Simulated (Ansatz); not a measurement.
This was printed by a script on Ansatz 0.2.0 through its Python package, for a ladder of methods at one geometry of C2H4OSi, SMILES C#CO[SiH3]. What did the script look like? Settings (for the species named): MP2, cc-pVDZ basis, multiplicity 1. The script varies method: mp2, ccsd, ccsd_t.

```yaml
atoms:
  - { symbol: C, position_ang: [0.1027, 0.5689, -2.1643] }
  - { symbol: C, position_ang: [0.1842, 0.7265, -0.9890] }
  - { symbol: O, position_ang: [0.3144, 0.8899, 0.3080] }
  - { symbol: Si, position_ang: [0.0185, -0.3936, 1.2810] }
  - { symbol: H, position_ang: [-0.0603, 0.5099, -3.2479] }
  - { symbol: H, position_ang: [0.1813, -0.0421, 2.7076] }
  - { symbol: H, position_ang: [0.8037, -1.5838, 0.9427] }
  - { symbol: H, position_ang: [-1.4523, -0.7328, 1.1062] }
```

```console
$ python methods.py
Hartree-Fock reference -441.797994 Ha
mp2      total -442.328423 Ha  correlation  -14.4337 eV  (90.8 % of the last)
ccsd     total -442.363407 Ha  correlation  -15.3857 eV  (96.8 % of the last)
ccsd_t   total -442.382151 Ha  correlation  -15.8957 eV  (100.0 % of the last)
```

The script that was run (others could print the same):

`methods.py`:
```python
"""C2H4OSi at several levels of theory."""

import ansatz as az

GEOMETRY = """
C     0.10270    0.56890   -2.16430
C     0.18420    0.72650   -0.98900
O     0.31440    0.88990    0.30800
Si    0.01850   -0.39360    1.28100
H    -0.06030    0.50990   -3.24790
H     0.18130   -0.04210    2.70760
H     0.80370   -1.58380    0.94270
H    -1.45230   -0.73280    1.10620
"""


def main() -> None:
    geometry = az.Crystal.molecule()
    for line in GEOMETRY.strip().splitlines():
        symbol, *xyz = line.split()
        geometry = geometry.atom(symbol, [float(v) for v in xyz])

    job = geometry.calculation().basis(gaussian="cc-pVDZ")

    methods = ["mp2", "ccsd", "ccsd_t"]
    reports = [job.correlation(m).run(threads=1).report for m in methods]
    print(f"Hartree-Fock reference {reports[0]['reference_energy_ev'] / 27.211386246:.6f} Ha")
    best = reports[-1]["free_energy_ev"] - reports[-1]["reference_energy_ev"]
    for method, each in zip(methods, reports):
        gained = each["free_energy_ev"] - each["reference_energy_ev"]
        print(f"{method:8s} total {each['free_energy_ev'] / 27.211386246:.6f} Ha  correlation {gained:9.4f} eV  ({100 * gained / best:.1f} % of the last)")


if __name__ == "__main__":
    main()
```

Reading the output:
- Total energies depend on the basis set; only differences at equal settings carry meaning.
- The geometry is a force-field or estimated start, not a minimum of this method, and the basis set is short of its limit. A lower total doesn't mark the better method: functionals have no common bound, and MP2 and coupled cluster aren't variational.
- Inner cores stay frozen, so this is valence correlation.
- For Al to Cl the sets with a tight d function, cc-pV(X+d)Z, are usual.
- Finished in 5.9 s on 1 thread of Arm Neoverse V2, with other jobs on the host, peak memory 0.29 GiB.
